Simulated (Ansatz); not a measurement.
# Si₂H₃F₃: basis-set convergence

Aim: see how fast density functionals converge with the basis set for Si₂H₃F₃.

The runs use Ansatz 0.2.0, Gaussian basis; one geometry, several basis sets.

Plan: PBE0-D4/def2-SVP; ωB97M-V/def2-SVP; PBE0-D4/def2-QZVPP; ωB97M-V/def2-QZVPP; the functionals' def2-TZVPP values are taken from earlier runs.

## Step 1: The geometry

All runs share one geometry, relaxed beforehand with PBE0-D4 in a triple-zeta def2 set.

SMILES `F[Si](F)(F)[SiH3]`, 8 atoms, charge 0, spin multiplicity 1.

Atoms are counted from 1 here; the program's logs count them from 0.

Bond lengths: F1–Si2 1.582 Å, Si2–F3 1.582 Å, Si2–F4 1.582 Å, Si2–Si5 2.329 Å, Si5–H6 1.484 Å, Si5–H7 1.484 Å, Si5–H8 1.484 Å. Angles: F1–Si2–F3 107.0°, F1–Si2–F4 107.0°, F1–Si2–Si5 111.9°, F3–Si2–F4 107.0°, F3–Si2–Si5 111.9°, F4–Si2–Si5 111.9°, Si2–Si5–H6 108.7°, Si2–Si5–H7 108.7°, Si2–Si5–H8 108.7°, H6–Si5–H7 110.2°, H6–Si5–H8 110.2°, H7–Si5–H8 110.2°.

As a file:

```xyz
8

F     1.3105   -1.0605    1.5048
Si    0.5344   -0.9905    0.1285
F    -0.4793   -2.2045    0.1079
F     1.5956   -1.2559   -1.0139
Si   -0.5507    1.0504   -0.1526
H    -1.5256    1.2279    0.9519
H     0.4606    2.1358   -0.1228
H    -1.2533    1.0404   -1.4595
```

## Step 2: PBE0-D4 in def2-SVP

in.yaml

```yaml
crystal:
  periodic: [false, false, false]
  atoms:
    - {symbol: F, position_ang: [1.310483, -1.060487, 1.504806]}
    - {symbol: Si, position_ang: [0.534365, -0.990544, 0.128451]}
    - {symbol: F, position_ang: [-0.479270, -2.204519, 0.107930]}
    - {symbol: F, position_ang: [1.595611, -1.255947, -1.013888]}
    - {symbol: Si, position_ang: [-0.550736, 1.050425, -0.152602]}
    - {symbol: H, position_ang: [-1.525587, 1.227861, 0.951869]}
    - {symbol: H, position_ang: [0.460612, 2.135766, -0.122754]}
    - {symbol: H, position_ang: [-1.253277, 1.040445, -1.459511]}
basis:
  gaussian: {orbitals: def2-SVP}
hamiltonian: {xc: pbe0, dispersion: d4}
output: {orbitals: {seedname: orbitals}}
```

Further steps of the session: ωB97M-V in def2-SVP; PBE0-D4 in def2-QZVPP; ωB97M-V in def2-QZVPP.

Before running them: what should the planned runs give, taken together? Wanted: PBE0-D4: double and triple zeta above quadruple; ωB97M-V: double and triple zeta above quadruple.

As calculated:

| quantity | value |
| --- | --- |
| PBE0-D4: double and triple zeta above quadruple | 17.42, 1.01 eV |
| ωB97M-V: double and triple zeta above quadruple | 17.55, 0.95 eV |

PBE0-D4 gains 16.40 eV from double to triple zeta, then 1.01 eV more. These are total energies; as a rule much of such shifts cancels in differences, which this series doesn't test. The LUMO of ωB97M-V is positive and keeps falling with the basis (1.90 to 1.36 eV): an unbound level that the basis holds in place.
